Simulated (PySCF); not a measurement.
# C₂H₆Hg: NMR shieldings

Wanted: NMR shieldings for C₂H₆Hg (`[CH3][Hg][CH3]`).

Computed with PySCF 2.14.0 and routines of our own; the level stands in each step. Atoms count from 0.

3 further runs of the same task are left out: 3 for a basis unfit for spin-orbit shieldings.

## (1) The system as given

9 atoms, charge 0, multiplicity 1; geometry from: GFN2-xTB.

## (2) NMR shieldings: PBE0/x2c-SVPall-2c Hg:us-x2c-SVPall-2c, spin-free

Job settings and geometry (Å):

```
{"job": {"xc": "PBE0", "basis": {"default": "x2c-SVPall-2c", "Hg": "us-x2c-SVPall-2c"}, "rel": "sf", "kind": "hnmr"}, "charge": 0, "multiplicity": 1}
Hg     0.005350     0.010010    -0.000000
C     -0.003670    -0.016060     2.347580
H     -0.439520     0.903020     2.740640
H      1.011940    -0.107860     2.734260
H     -0.589000    -0.859010     2.717380
C      0.004100     0.017180    -2.347650
H     -1.017530     0.018790    -2.729330
H      0.513130    -0.867370    -2.732190
H      0.515200     0.901300    -2.730690
```

Level: PBE0/x2c-SVPall-2c Hg:us-x2c-SVPall-2c GIAO NMR shielding, spin-free X2C, Gaussian nuclei, gas phase.

Run with:

```console
> OMP_NUM_THREADS=1 python heavy_run.py task.json out
```

This one command runs all jobs of the session in turn.

Output:

```text
spin-free SCF
coarse grid: 34032 points
cycle   1  E = -19704.1482249820  dE = -8.976e-01  |g| = 6.830e-01  |ddm| = 3.309e+01
cycle   2  E = -19704.0971207346  dE =  5.110e-02  |g| = 8.386e-01  |ddm| = 1.541e+00
cycle   3  E = -19704.2162841746  dE = -1.192e-01  |g| = 6.342e-02  |ddm| = 9.102e-01
cycle   4  E = -19704.2164156151  dE = -1.314e-04  |g| = 2.226e-02  |ddm| = 3.005e-02
cycle   5  E = -19704.2165501557  dE = -1.345e-04  |g| = 2.713e-03  |ddm| = 2.572e-02
cycle   6  E = -19704.2165513314  dE = -1.176e-06  |g| = 7.004e-04  |ddm| = 3.675e-03
final grid: 70064 points
cycle   7  E = -19704.2619702448  dE = -1.079e-05  |g| = 2.040e-03  |ddm| = 3.712e-03
cycle   8  E = -19704.2619702238  dE =  2.105e-08  |g| = 9.814e-04  |ddm| = 1.425e-03
cycle   9  E = -19704.2619702968  dE = -7.299e-08  |g| = 6.305e-04  |ddm| = 1.179e-03
cycle  10  E = -19704.2619703362  dE = -3.942e-08  |g| = 8.355e-05  |ddm| = 4.540e-04
cycle  11  E = -19704.2619703381  dE = -1.899e-09  |g| = 2.088e-05  |ddm| = 1.033e-04
converged SCF energy = -19704.2619703381
check of the scalar solution
cycle   1  E = -19704.2619703380  dE = -1.970e+04  |FDS-SDF| = 3.956e+00
cycle   2  E = -19704.2737447555  dE = -1.177e-02  |FDS-SDF| = 7.859e-03
cycle   3  E = -19704.2737448879  dE = -1.324e-07  |FDS-SDF| = 1.229e-03
cycle   4  E = -19704.2737448943  dE = -6.334e-09  |FDS-SDF| = 5.342e-04
cycle   5  E = -19704.2737449138  dE = -1.958e-08  |FDS-SDF| = 1.306e-04
cycle   6  E = -19704.2737449158  dE = -1.943e-09  |FDS-SDF| = 1.626e-05
converged, E = -19704.2737449158

Field gradients (au) and densities at the nuclei (bohr^-3)
atom        Vxx        Vyy        Vzz        centre      nuclear mean
  0 Hg     3.1199     3.3951    -6.5150    2060719.328    1990758.379
  1 C     -0.0682    -0.0685     0.1367        113.938        113.938
  2 H     -0.1595    -0.1677     0.3271          0.366          0.366
  3 H     -0.1594    -0.1675     0.3269          0.366          0.366
  4 H     -0.1592    -0.1673     0.3265          0.366          0.366
  5 C     -0.0683    -0.0684     0.1367        113.938        113.938
  6 H     -0.1594    -0.1675     0.3269          0.366          0.366
  7 H     -0.1594    -0.1675     0.3269          0.366          0.366
  8 H     -0.1593    -0.1675     0.3267          0.366          0.366
without picture change
  0 Hg                          -9.5867                   5581944.133

Core orbital energies (eV)
atom   shell        mean    spread
  0 Hg 1s       -83022.861   0.000
  0 Hg 2s       -14752.135   0.000
  0 Hg 3s        -3520.149   0.000
  0 Hg 4s         -784.350   0.000
  0 Hg 5s         -124.361   0.000
  0 Hg 2p       -12781.855   0.064
  0 Hg 3p        -2945.272   0.084
  0 Hg 4p         -593.863   0.101
  0 Hg 5p          -72.203   0.013
  0 Hg 3d        -2311.873   0.077
  0 Hg 4d         -359.706   0.097
  0 Hg 5d          -12.879   0.887
  0 Hg 4f         -102.076   0.093

Shielding tensors (ppm)
atom      isotropic    diamagn.    paramagn.     s11        s22        s33       span
  0 Hg     8134.26     9952.88    -1818.62    6933.53    6933.77   10535.48    3601.96
  1 C       176.24      241.98      -65.74     159.30     159.39     210.04      50.74
  2 H        30.84       28.62        2.22      25.13      27.66      39.73      14.60
  3 H        30.84       28.62        2.22      25.13      27.66      39.72      14.60
  4 H        30.83       28.64        2.19      25.12      27.67      39.71      14.58
  5 C       176.25      241.99      -65.74     159.34     159.36     210.04      50.70
  6 H        30.84       28.64        2.20      25.12      27.67      39.72      14.59
  7 H        30.84       28.64        2.20      25.12      27.67      39.72      14.59
  8 H        30.83       28.61        2.23      25.13      27.65      39.72      14.60
```

Run time: 37 s. Hardware: 1 thread of Arm Neoverse V1, shared host; peak memory 0.97 GiB.

## (3) NMR shieldings: PBE0/x2c-SVPall-2c Hg:us-x2c-SVPall-2c in water, spin-free

Settings changed since step 2:

```diff
@@ -1,2 +1,2 @@
-{"job": {"xc": "PBE0", "basis": {"default": "x2c-SVPall-2c", "Hg": "us-x2c-SVPall-2c"}, "rel": "sf", "kind": "hnmr"}, "charge": 0, "multiplicity": 1}
+{"job": {"xc": "PBE0", "basis": {"default": "x2c-SVPall-2c", "Hg": "us-x2c-SVPall-2c"}, "rel": "sf", "solvent": "water", "kind": "hnmr"}, "charge": 0, "multiplicity": 1}
 Hg     0.005350     0.010010    -0.000000
```

With the program's defaults for keys left out, this is: PBE0/x2c-SVPall-2c Hg:us-x2c-SVPall-2c GIAO NMR shielding, spin-free X2C, Gaussian nuclei, IEF-PCM water.

Output:

```text
spin-free SCF
coarse grid: 34032 points
cycle   1  E = -19704.1549805106  dE = -9.024e-01  |g| = 6.861e-01  |ddm| = 3.309e+01
cycle   2  E = -19704.1109511735  dE =  4.403e-02  |g| = 8.301e-01  |ddm| = 1.456e+00
cycle   3  E = -19704.2220509172  dE = -1.111e-01  |g| = 5.811e-02  |ddm| = 8.437e-01
cycle   4  E = -19704.2221473142  dE = -9.640e-05  |g| = 2.013e-02  |ddm| = 3.037e-02
cycle   5  E = -19704.2222501460  dE = -1.028e-04  |g| = 2.615e-03  |ddm| = 2.231e-02
cycle   6  E = -19704.2222511813  dE = -1.035e-06  |g| = 6.738e-04  |ddm| = 2.936e-03
final grid: 70064 points
cycle   7  E = -19704.2676693540  dE = -1.079e-05  |g| = 2.005e-03  |ddm| = 3.568e-03
cycle   8  E = -19704.2676693336  dE =  2.037e-08  |g| = 7.745e-04  |ddm| = 1.201e-03
cycle   9  E = -19704.2676693898  dE = -5.616e-08  |g| = 5.321e-04  |ddm| = 1.066e-03
cycle  10  E = -19704.2676694447  dE = -5.493e-08  |g| = 5.020e-05  |ddm| = 4.494e-04
cycle  11  E = -19704.2676694451  dE = -3.347e-10  |g| = 6.080e-06  |ddm| = 4.714e-05
converged SCF energy = -19704.2676694451
check of the scalar solution
cycle   1  E = -19704.2676694451  dE = -1.970e+04  |FDS-SDF| = 3.956e+00
cycle   2  E = -19704.2794516752  dE = -1.178e-02  |FDS-SDF| = 7.858e-03
cycle   3  E = -19704.2794518087  dE = -1.335e-07  |FDS-SDF| = 1.223e-03
cycle   4  E = -19704.2794518159  dE = -7.221e-09  |FDS-SDF| = 5.273e-04
cycle   5  E = -19704.2794518344  dE = -1.850e-08  |FDS-SDF| = 1.248e-04
cycle   6  E = -19704.2794518357  dE = -1.372e-09  |FDS-SDF| = 1.133e-05
converged, E = -19704.2794518357

Field gradients (au) and densities at the nuclei (bohr^-3)
atom        Vxx        Vyy        Vzz        centre      nuclear mean
  0 Hg     2.9051     3.1803    -6.0854    2060711.626    1990750.942
  1 C     -0.0532    -0.0534     0.1067        113.925        113.925
  2 H     -0.1596    -0.1690     0.3286          0.366          0.366
  3 H     -0.1595    -0.1689     0.3284          0.366          0.366
  4 H     -0.1593    -0.1686     0.3279          0.366          0.366
  5 C     -0.0533    -0.0533     0.1066        113.925        113.925
  6 H     -0.1595    -0.1689     0.3284          0.366          0.366
  7 H     -0.1595    -0.1688     0.3284          0.366          0.366
  8 H     -0.1594    -0.1688     0.3282          0.366          0.366
without picture change
  0 Hg                          -9.1394                   5581922.836

Core orbital energies (eV)
atom   shell        mean    spread
  0 Hg 1s       -83022.333   0.000
  0 Hg 2s       -14751.600   0.000
  0 Hg 3s        -3519.614   0.000
  0 Hg 4s         -783.814   0.000
  0 Hg 5s         -123.827   0.000
  0 Hg 2p       -12781.321   0.064
  0 Hg 3p        -2944.737   0.085
  0 Hg 4p         -593.328   0.097
  0 Hg 5p          -71.673   0.051
  0 Hg 3d        -2311.338   0.078
  0 Hg 4d         -359.171   0.093
  0 Hg 4f         -101.540   0.087

Shielding tensors (ppm)
atom      isotropic    diamagn.    paramagn.     s11        s22        s33       span
  0 Hg     8283.65     9952.05    -1668.40    7157.12    7157.41   10536.43    3379.31
  1 C       182.19      242.31      -60.12     167.94     168.04     210.58      42.63
  2 H        31.11       28.81        2.31      25.26      27.98      40.11      14.85
  3 H        31.11       28.81        2.30      25.26      27.98      40.10      14.85
  4 H        31.11       28.83        2.28      25.25      27.99      40.09      14.84
  5 C       182.19      242.32      -60.13     167.99     168.01     210.57      42.58
  6 H        31.11       28.83        2.29      25.25      27.99      40.10      14.84
  7 H        31.11       28.83        2.28      25.25      27.99      40.10      14.85
  8 H        31.11       28.80        2.31      25.26      27.97      40.11      14.85
```

Run time: 36 s. Hardware: 1 thread of Arm Neoverse V1, shared host; peak memory 0.98 GiB.

## (4) NMR shieldings: PBE0/x2c-SVPall-2c Hg:us-x2c-SVPall-2c in dichloromethane, spin-free

Settings changed since step 3:

```diff
@@ -1,2 +1,2 @@
-{"job": {"xc": "PBE0", "basis": {"default": "x2c-SVPall-2c", "Hg": "us-x2c-SVPall-2c"}, "rel": "sf", "solvent": "water", "kind": "hnmr"}, "charge": 0, "multiplicity": 1}
+{"job": {"xc": "PBE0", "basis": {"default": "x2c-SVPall-2c", "Hg": "us-x2c-SVPall-2c"}, "rel": "sf", "solvent": "dichloromethane", "kind": "hnmr"}, "charge": 0, "multiplicity": 1}
 Hg     0.005350     0.010010    -0.000000
```

Method: PBE0/x2c-SVPall-2c Hg:us-x2c-SVPall-2c GIAO NMR shielding, spin-free X2C, Gaussian nuclei, IEF-PCM dichloromethane.

Output:

```text
spin-free SCF
coarse grid: 34032 points
cycle   1  E = -19704.1539323399  dE = -9.016e-01  |g| = 6.857e-01  |ddm| = 3.309e+01
cycle   2  E = -19704.1090956104  dE =  4.484e-02  |g| = 8.313e-01  |ddm| = 1.468e+00
cycle   3  E = -19704.2211978874  dE = -1.121e-01  |g| = 5.872e-02  |ddm| = 8.514e-01
cycle   4  E = -19704.2212957496  dE = -9.786e-05  |g| = 2.046e-02  |ddm| = 3.021e-02
cycle   5  E = -19704.2214029370  dE = -1.072e-04  |g| = 2.646e-03  |ddm| = 2.281e-02
cycle   6  E = -19704.2214040016  dE = -1.065e-06  |g| = 6.697e-04  |ddm| = 3.005e-03
final grid: 70064 points
cycle   7  E = -19704.2668222885  dE = -1.079e-05  |g| = 2.005e-03  |ddm| = 3.566e-03
cycle   8  E = -19704.2668222689  dE =  1.957e-08  |g| = 7.768e-04  |ddm| = 1.194e-03
cycle   9  E = -19704.2668223246  dE = -5.570e-08  |g| = 5.336e-04  |ddm| = 1.055e-03
cycle  10  E = -19704.2668223779  dE = -5.322e-08  |g| = 4.601e-05  |ddm| = 4.398e-04
cycle  11  E = -19704.2668223781  dE = -2.801e-10  |g| = 6.840e-06  |ddm| = 4.508e-05
converged SCF energy = -19704.2668223781
check of the scalar solution
cycle   1  E = -19704.2668223782  dE = -1.970e+04  |FDS-SDF| = 3.956e+00
cycle   2  E = -19704.2786033982  dE = -1.178e-02  |FDS-SDF| = 7.858e-03
cycle   3  E = -19704.2786035315  dE = -1.332e-07  |FDS-SDF| = 1.222e-03
cycle   4  E = -19704.2786035387  dE = -7.232e-09  |FDS-SDF| = 5.256e-04
cycle   5  E = -19704.2786035569  dE = -1.818e-08  |FDS-SDF| = 1.254e-04
cycle   6  E = -19704.2786035587  dE = -1.757e-09  |FDS-SDF| = 1.144e-05
converged, E = -19704.2786035587

Field gradients (au) and densities at the nuclei (bohr^-3)
atom        Vxx        Vyy        Vzz        centre      nuclear mean
  0 Hg     2.9377     3.2129    -6.1506    2060712.830    1990752.105
  1 C     -0.0555    -0.0558     0.1113        113.927        113.927
  2 H     -0.1596    -0.1688     0.3284          0.366          0.366
  3 H     -0.1595    -0.1687     0.3281          0.366          0.366
  4 H     -0.1593    -0.1684     0.3277          0.366          0.366
  5 C     -0.0556    -0.0557     0.1113        113.927        113.927
  6 H     -0.1595    -0.1686     0.3281          0.366          0.366
  7 H     -0.1595    -0.1686     0.3281          0.366          0.366
  8 H     -0.1594    -0.1686     0.3280          0.366          0.366
without picture change
  0 Hg                          -9.2076                   5581926.167

Core orbital energies (eV)
atom   shell        mean    spread
  0 Hg 1s       -83022.403   0.000
  0 Hg 2s       -14751.671   0.000
  0 Hg 3s        -3519.685   0.000
  0 Hg 4s         -783.885   0.000
  0 Hg 5s         -123.898   0.000
  0 Hg 2p       -12781.391   0.064
  0 Hg 3p        -2944.808   0.085
  0 Hg 4p         -593.399   0.098
  0 Hg 5p          -71.743   0.045
  0 Hg 3d        -2311.409   0.078
  0 Hg 4d         -359.242   0.094
  0 Hg 4f         -101.611   0.088

Shielding tensors (ppm)
atom      isotropic    diamagn.    paramagn.     s11        s22        s33       span
  0 Hg     8261.87     9952.18    -1690.31    7124.52    7124.78   10536.29    3411.77
  1 C       181.30      242.26      -60.96     166.66     166.75     210.50      43.84
  2 H        31.07       28.78        2.30      25.24      27.93      40.05      14.81
  3 H        31.07       28.78        2.29      25.24      27.93      40.05      14.81
  4 H        31.07       28.80        2.27      25.23      27.94      40.03      14.80
  5 C       181.30      242.27      -60.96     166.70     166.72     210.49      43.79
  6 H        31.07       28.80        2.27      25.23      27.94      40.04      14.81
  7 H        31.07       28.80        2.27      25.23      27.94      40.04      14.81
  8 H        31.07       28.76        2.30      25.24      27.92      40.05      14.81
```

Run time: 38 s. Hardware: 1 thread of Arm Neoverse V1, shared host; peak memory 1 GiB.

## (5) Shieldings side by side

```
                                                                         run     Hg0     C1     C5    H8    H3    H6    H2  time
                   step 2, PBE0/x2c-SVPall-2c Hg:us-x2c-SVPall-2c, spin-free  8134.3  176.2  176.2  30.8  30.8  30.8  30.8  37 s
          step 3, PBE0/x2c-SVPall-2c Hg:us-x2c-SVPall-2c in water, spin-free  8283.7  182.2  182.2  31.1  31.1  31.1  31.1  36 s
step 4, PBE0/x2c-SVPall-2c Hg:us-x2c-SVPall-2c in dichloromethane, spin-free  8261.9  181.3  181.3  31.1  31.1  31.1  31.1  38 s
```

## (6) Results

| quantity | value |
| --- | --- |
| shieldings (step 2, PBE0/x2c-SVPall-2c Hg:us-x2c-SVPall-2c, spin-free) | C1 176.2, C5 176.2 ppm |
| shieldings (step 3, PBE0/x2c-SVPall-2c Hg:us-x2c-SVPall-2c in water, spin-free) | C1 182.2, C5 182.2 ppm |
| shieldings (step 4, PBE0/x2c-SVPall-2c Hg:us-x2c-SVPall-2c in dichloromethane, spin-free) | C1 181.3, C5 181.3 ppm |

In words: In step 2, Hg0 has the widest tensor, 3602 ppm. Hg0 moves most between the runs, by 149 ppm; the labels say what changes from run to run. No run holds spin-orbit coupling, which is large for shieldings at and beside heavy atoms. The geometry comes from tight binding, which is rough for metal atoms, and these values hang on it.
